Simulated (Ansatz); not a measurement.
# Ba2Tl5V3O12 (C2) in Ansatz: elastic constants with PBE

Aim: the elastic constants of Ba2Tl5V3O12 with PBE.

All numbers are computed with Ansatz 0.2.0; they aren't measurements. Logs are shortened: lines on timing, memory, paths and dates and some standing lists are left out, and cuts for length are marked.

## Step 1: The crystal as given

Symmetry: C2, No. 5, monoclinic system. The conventional cell has a = 12.980 Å, b = 13.354 Å, c = 6.079 Å, α = 90.00°, β = 109.30°, γ = 90.00°. Around Ba (site symmetry 2) lie 6 O at 2.58 to 2.76 Å. Ba (site symmetry 2) is surrounded by 8 O at 2.76 to 3.03 Å. V (site symmetry 1) is surrounded by 4 O at 1.72 to 1.75 Å. Around V (site symmetry 2) lie 4 O at 1.71 to 1.76 Å. Around Tl (site symmetry 1) lie 3 O at 2.57 to 2.74 Å. Tl (site symmetry 2) has 4 O at 2.66 to 2.69 Å as nearest neighbours. Around Tl (site symmetry 1) lie 3 O at 2.55 to 2.75 Å. O (site symmetry 1) has 1 V at 1.75 Å as nearest neighbours.

The cell was built by a generator and needn't be a form met in nature.

## Step 2: Elastic constants, PBE, collinear spin, ferromagnetic start

Input file input.yaml:

```yaml
crystal:
  lattice:
    - [6.48991, -6.67692, -0.04765]
    - [6.48991, 6.67692, -0.04765]
    - [-1.96739, 0.0, 5.7522]
  atoms:
    - { symbol: Ba, position: [0.47917, 0.52083, 0.0] }
    - { symbol: Ba, position: [0.79264, 0.20736, 0.0] }
    - { symbol: V, position: [0.65694, 0.94605, 0.25735], spin: 2.0 }
    - { symbol: V, position: [0.05395, 0.34306, 0.74265], spin: 2.0 }
    - { symbol: V, position: [0.57442, 0.42558, 0.5], spin: 2.0 }
    - { symbol: Tl, position: [0.49835, 0.85629, 0.63726] }
    - { symbol: Tl, position: [0.14371, 0.50165, 0.36274] }
    - { symbol: Tl, position: [0.01508, 0.98492, 0.5] }
    - { symbol: Tl, position: [0.30964, 0.12677, 0.21892] }
    - { symbol: Tl, position: [0.87323, 0.69036, 0.78108] }
    - { symbol: O, position: [0.0039, 0.26325, 0.44275] }
    - { symbol: O, position: [0.59719, 0.60676, 0.67706] }
    - { symbol: O, position: [0.91333, 0.4282, 0.84635] }
    - { symbol: O, position: [0.52536, 0.79943, 0.20594] }
    - { symbol: O, position: [0.68766, 0.41628, 0.31356] }
    - { symbol: O, position: [0.09251, 0.20316, 0.88601] }
    - { symbol: O, position: [0.58372, 0.31234, 0.68644] }
    - { symbol: O, position: [0.79684, 0.90749, 0.11399] }
    - { symbol: O, position: [0.5718, 0.08667, 0.15365] }
    - { symbol: O, position: [0.20057, 0.47464, 0.79406] }
    - { symbol: O, position: [0.73675, 0.9961, 0.55725] }
    - { symbol: O, position: [0.39324, 0.40281, 0.32294] }
hamiltonian:
  xc: pbe
  pseudopotentials: { kind: paw }
magnetization:
  spin_polarized: true
kpoints:
  mp_grid: { grid: [2, 2, 3] }
scf:
  occupations: { method: gaussian, width: 0.01 }
output:
  forces: true
  stress: true
elastic:
  mode: relaxed_ion
  stencil: two_point
```

Potentials or basis: Ansatz PAW.

On the command line:

```
> ansatz run input.yaml --threads 8 --pin off --max-ram 20480MiB --backend cpu --events-out ev --progress --plain --runs-dir out
```

The log of the run:

```text
Warning: RAYON_NUM_THREADS=8 ignored (pool sized by the plan → 8); use --threads N
Engine: ansatz 0.2.0, aarch64-unknown-linux-gnu
Pseudopotentials: kind: paw
Pseudopotential: Ba, paw, valence charge 10, recommended cutoff 420 eV (normal), Ba.paw.azcp
Pseudopotential: V, paw, valence charge 13, recommended cutoff 420 eV (normal), V.paw.azcp
Pseudopotential: Tl, paw, valence charge 13, recommended cutoff 420 eV (normal), Tl.paw.azcp
Pseudopotential: O, paw, valence charge 6, recommended cutoff 420 eV (normal), O.paw.azcp
Functional definition: PBE
  parameter kappa = 0.804
  parameter beta = 0.06672455060314922
  exchange = pbe_x(kappa = kappa, mu = beta*pi^2/3)
  correlation = pbe_c(beta = beta)
Crystal: 22 atoms, lattice volume = 497.264 Å³
Basis set: ecut = 420 eV, 9759 PW (Γ), exchange–correlation on 128×128×90 points (8 copies of the dense FFT grid, shifted against one another)
Bands: 123, of which v1, the nominal top of the filled ones, is band 98 counted from 1 (97 counted from 0)
Symmetry: 2 space group operations
Space group: C2 (ITA 5), of the structure as read, at distance tolerance 7.9e-5 Å
Magnetic group: BNS 5.13 (UNI 20), of the structure as read, at distance tolerance 7.9e-5 Å
k-points: 6 of 12 (time reversal used)
Non-local potential: Ba, projectors of the file, l = 0: 3, l = 1: 2, l = 2: 2, l = 3: 2
Non-local potential: V, projectors of the file, l = 0: 3, l = 1: 2, l = 2: 3, l = 3: 1
Non-local potential: Tl, projectors of the file, l = 0: 2, l = 1: 2, l = 2: 2, l = 3: 1
Non-local potential: O, projectors of the file, l = 0: 2, l = 1: 2, l = 2: 1
PAW form: soft (Blöchl's): semilocal exchange-correlation on the pseudo side does not see the compensation charge
PAW one-centre angular grid: Ba, 194 points (default); XC on 64 Gauss nodes
PAW one-centre angular grid: V, 590 points (default); XC on 64 Gauss nodes
PAW one-centre angular grid: Tl, 590 points (default); XC on 64 Gauss nodes
PAW one-centre angular grid: O, 110 points (default); XC on 64 Gauss nodes
Initial density: superposition of atomic densities (chi_scale 0.1, normalization cell, long waves kept (reshape's long-wave potential 0.63 eV rms))
Starting moments: Σ|m| = 6 μB on 3 of 22 sites
Initial wavefunctions: pseudopotential atomic-orbital guess
Functional: x = pbe(κ = 0.804, μ = 0.2195149727645171), c = pbe(β = 0.06672455060314922)
SCF 1 converged in 17 iterations: F = -84681.427124 eV  dr2 = 3.18e-8
Bands: 120, of which v1, the nominal top of the filled ones, is band 98 counted from 1 (97 counted from 0)
Initial density: read from a saved state, or passed on in memory by an earlier SCF of this step, an earlier step, the calling program or the single point that the run made first
Stability of the state it starts from, as read at its close in the collinear treatment: not read negative (Ritz values of 1 − χ₀K, real part plus size of imaginary part, from 0.94 to 0.96, by its mixing steps under the symmetry group of the SCF that read it); its run was given moments
iter 1 solved again at ethr=8.30e-8 eV; its pass at ethr=3.10e-3 eV (dr2=1.63e-4 eV) is discarded
SCF iter   1: F=—  HF=-84681.426849 eV  |F-HF|=—  |Δ(HF+E_count)|=         —  Δρ=1.25e-6 (↑1.25e-6 ↓1.25e-6)  dr2=3.96e-8  dr2_m=0.00e0  M=0.000 μB ∫|m|=0.000 μB  β_m=0.30  ethr=8.30e-8  ⟨swp⟩=3.5  Hψ=5053  notcnv=0
eigensolver tolerance schedule: the retry pair's looser diagonalisation over-reported the residual by 4109.84 of it (diagonalisation noise at 0.12 of the residual, at the tolerance the schedule requests for it); recorded, not acted on — ethr = c·dr2/N_el stays at c = 1.0e-1
preconditioner: auto → Resta (q_TF=auto, 2.336 Å⁻¹)  ε∞=4.7  [insulator: Δε(μ)=2.907 eV  Ē_g=11.200 eV  σ=0.010 eV  W_gap=1.00  n_scr=112 (ndim 8)  ℏωp=21.6 eV  f_vac=0.182  D(μ)=0.00/eV (n_scr^D=0)  ε∞_Penn≈4.7]
spin=Collinear: Resta preconditioning applied to the charge; magnetization (m = ρ↑ − ρ↓) channel mixes plain (no charge-response kernel on spin).
SCF iter   2: F=—  HF=-84681.427124 eV  |F-HF|=—  |Δ(HF+E_count)|=   2.75e-4  Δρ=5.93e-7 (↑5.93e-7 ↓5.93e-7)  dr2=8.47e-9  dr2_m=0.00e0  M=0.000 μB ∫|m|=0.000 μB  β_m=0.26  ethr=2.02e-11  ⟨swp⟩=3.8  Hψ=1610  notcnv=0
SCF iter   3: F=—  HF=-84681.427124 eV  |F-HF|=—  |Δ(HF+E_count)|=  5.82e-10  Δρ=1.53e-7 (↑1.53e-7 ↓1.53e-7)  dr2=9.01e-10  dr2_m=0.00e0  M=0.000 μB ∫|m|=0.000 μB  β_m=0.55  ethr=4.32e-12  ⟨swp⟩=2.0  Hψ=894  notcnv=0
[... 2797 lines left out ...]
--- Elastic constants: 6 strain directions × 2 members + reference (group order 2) ---
  dense FFT box of the reference and of every strained cell: 64×64×45
  strains applied: 11, 22, 33, 23, 13, 12; error gains: componentwise 1.00 (the most a stress slope's error grows in a printed constant), spectral 1.00 (1 for all six strains in a standard setting)
  reference relaxed by the batch: 9 steps; max|allowed force component| 5.48e-3 eV/Å at the deck's positions, 2.91e-5 at the last accepted step, 2.91e-5 by the solve of record
  largest displacement 3.9e-3 Å; the constants are those of the deck's cell at these positions:
  atoms:
    - { symbol: Ba, position: [0.4792502102423467, 0.5207497897576535, 1.734723475976807e-18] }
    - { symbol: Ba, position: [0.7927283706377244, 0.20727162936227578, 1.734723475976807e-18] }
    - { symbol: V, position: [0.6567203661206995, 0.9461132495126647, 0.2570865083519399] }
    - { symbol: V, position: [0.053886750487335114, 0.34327963387930044, 0.74291349164806] }
    - { symbol: V, position: [0.574613697104653, 0.42538630289534696, 0.5] }
    - { symbol: Tl, position: [0.4986338829661975, 0.8561514068528816, 0.6374926889636192] }
    - { symbol: Tl, position: [0.1438485931471186, 0.5013661170338026, 0.3625073110363808] }
    - { symbol: Tl, position: [0.014803330630898698, 0.9851966693691014, 0.5] }
    - { symbol: Tl, position: [0.30958795904437353, 0.12650060851503264, 0.21861818432557906] }
    - { symbol: Tl, position: [0.8734993914849675, 0.6904120409556266, 0.781381815674421] }
    - { symbol: O, position: [0.003775525352247469, 0.26337070089273024, 0.44308193585101774] }
    - { symbol: O, position: [0.5973981280913689, 0.6065722905552301, 0.6770466574385265] }
    - { symbol: O, position: [0.9132509840719443, 0.4284913750011561, 0.8464671944090058] }
    - { symbol: O, position: [0.5252433552370495, 0.7994016902029453, 0.2057918245758764] }
    - { symbol: O, position: [0.6878056232884256, 0.4160793987661699, 0.3134785215862723] }
    - { symbol: O, position: [0.09223945962925098, 0.2033701721183693, 0.8863487874067101] }
    - { symbol: O, position: [0.5839206012338302, 0.3121943767115744, 0.6865214784137277] }
    - { symbol: O, position: [0.7966298278816305, 0.9077605403707488, 0.11365121259329003] }
    - { symbol: O, position: [0.5715086249988439, 0.08674901592805578, 0.15353280559099414] }
    - { symbol: O, position: [0.20059830979705484, 0.4747566447629507, 0.7942081754241237] }
    - { symbol: O, position: [0.7366292991072698, 0.9962244746477527, 0.5569180641489823] }
    - { symbol: O, position: [0.3934277094447699, 0.40260187190863117, 0.32295334256147346] }
  C = ∂σ_k/∂η_j (tension-positive GPa; Voigt order 11 22 33 23 13 12):
        25.900      9.196     18.198      0.000     -3.041      0.000
         9.245     14.361      9.843      0.000      0.678      0.000
        18.241      9.799     44.796      0.000     -5.983      0.000
         0.000      0.000      0.000      4.314      0.000     -1.452
        -3.070      0.705     -5.951      0.000     13.225      0.000
         0.000      0.000      0.000     -1.353      0.000      5.456
  reference stress σ⁰ (GPa):      0.006     -0.037      0.003     -0.000      0.002     -0.000
  C* (energy form; C + prestress term) asymmetry max|C*_kj − C*_jk| = 9.838e-2 GPa — a small one proves nothing (zero by symmetry where the batch's group is 432, −43m or m−3m); a large one is finite-difference/SCF noise where every solve meets its electron count
  moduli (Voigt/Reuss/Hill, GPa): K = 17.73/13.08/15.41   G = 7.79/5.74/6.76   E = 17.70   ν = 0.309
  mechanically stable: yes (min eigenvalue of sym C = 3.37 GPa)
  strain η (Voigt 11):  stress-route row diagonal C_11 = 25.90 GPa, energy-path curvature d²(F+E_count+ΔE)/dδ²/Ω₀ = 25.47 GPa
         δ    σ_11 (GPa)             F (eV)   n_scf  n_hpsi   n_pw
    -2.000e-3      -0.0458      -84681.4268964       2    5551   9747   relax 11 steps, max|allowed force component| 4.30e-5 eV/Å
     2.000e-3       0.0578      -84681.4267608       2    5547   9777   relax 10 steps, max|allowed force component| 2.30e-5 eV/Å
  strain η (Voigt 22):  stress-route row diagonal C_22 = 14.36 GPa, energy-path curvature d²(F+E_count+ΔE)/dδ²/Ω₀ = 14.15 GPa
         δ    σ_22 (GPa)             F (eV)   n_scf  n_hpsi   n_pw
    -2.000e-3      -0.0659      -84681.4264780       2    5530   9743   relax 10 steps, max|allowed force component| 9.86e-6 eV/Å
     2.000e-3      -0.0085      -84681.4272309       2    5533   9775   relax 11 steps, max|allowed force component| 3.81e-5 eV/Å
  strain η (Voigt 33):  stress-route row diagonal C_33 = 44.80 GPa, energy-path curvature d²(F+E_count+ΔE)/dδ²/Ω₀ = 45.21 GPa
         δ    σ_33 (GPa)             F (eV)   n_scf  n_hpsi   n_pw
    -2.000e-3      -0.0877      -84681.4265670       2    5535   9731   relax 11 steps, max|allowed force component| 3.11e-5 eV/Å
     2.000e-3       0.0915      -84681.4267906       2    5536   9773   relax 12 steps, max|allowed force component| 2.41e-5 eV/Å
  strain η (Voigt 23):  stress-route row diagonal C_44 = 4.31 GPa, energy-path curvature d²(F+E_count+ΔE)/dδ²/Ω₀ = 4.16 GPa
         δ    σ_23 (GPa)             F (eV)   n_scf  n_hpsi   n_pw
    -2.000e-3      -0.0086      -84681.4269162       2    7411   9753   relax 13 steps, max|allowed force component| 3.38e-5 eV/Å
     2.000e-3       0.0086      -84681.4269162       2    7415   9753   relax 15 steps, max|allowed force component| 3.72e-5 eV/Å
  strain η (Voigt 13):  stress-route row diagonal C_55 = 13.22 GPa, energy-path curvature d²(F+E_count+ΔE)/dδ²/Ω₀ = 13.20 GPa
         δ    σ_13 (GPa)             F (eV)   n_scf  n_hpsi   n_pw
    -2.000e-3      -0.0243      -84681.4268771       2    5462   9751   relax 11 steps, max|allowed force component| 1.75e-5 eV/Å
     2.000e-3       0.0286      -84681.4270189       2    5465   9761   relax 9 steps, max|allowed force component| 3.84e-5 eV/Å
  strain η (Voigt 12):  stress-route row diagonal C_66 = 5.46 GPa, energy-path curvature d²(F+E_count+ΔE)/dδ²/Ω₀ = 5.03 GPa
         δ    σ_12 (GPa)             F (eV)   n_scf  n_hpsi   n_pw
    -2.000e-3      -0.0109      -84681.4269545       2    7316   9757   relax 13 steps, max|allowed force component| 1.50e-5 eV/Å
     2.000e-3       0.0109      -84681.4269545       2    7310   9757   relax 11 steps, max|allowed force component| 1.84e-5 eV/Å
```

It took 25 min on 8 threads of Arm Neoverse V1, shared host; peak memory 2.5 GiB.

What came out:

- Free energy: -84681.4272 eV
- Pressure: 0.0 GPa
- Band gap on the k mesh: 2.91 eV, indirect (least direct gap 2.96 eV)
- Net moment: 0.00 μB per cell
- Absolute moment: 0.00 μB per cell
- Voigt bulk modulus: 18 GPa

Elastic tensor in Voigt notation (GPa, in the Cartesian axes of the cell as first typed):
```
26  9 18  0 -3  0
 9 14 10  0  1  0
18 10 45  0 -6  0
 0  0  0  4  0 -1
-3  1 -6  0 13  0
 0  0  0 -1  0  5
```

Caveat: odd divisions of the mesh miss points on the zone boundary, where band edges often lie, so the gap on the mesh can be too wide; spin-orbit coupling is left out, which as a rule narrows the gap of such compounds by several tenths of an eV. A k mesh can miss the band edges.
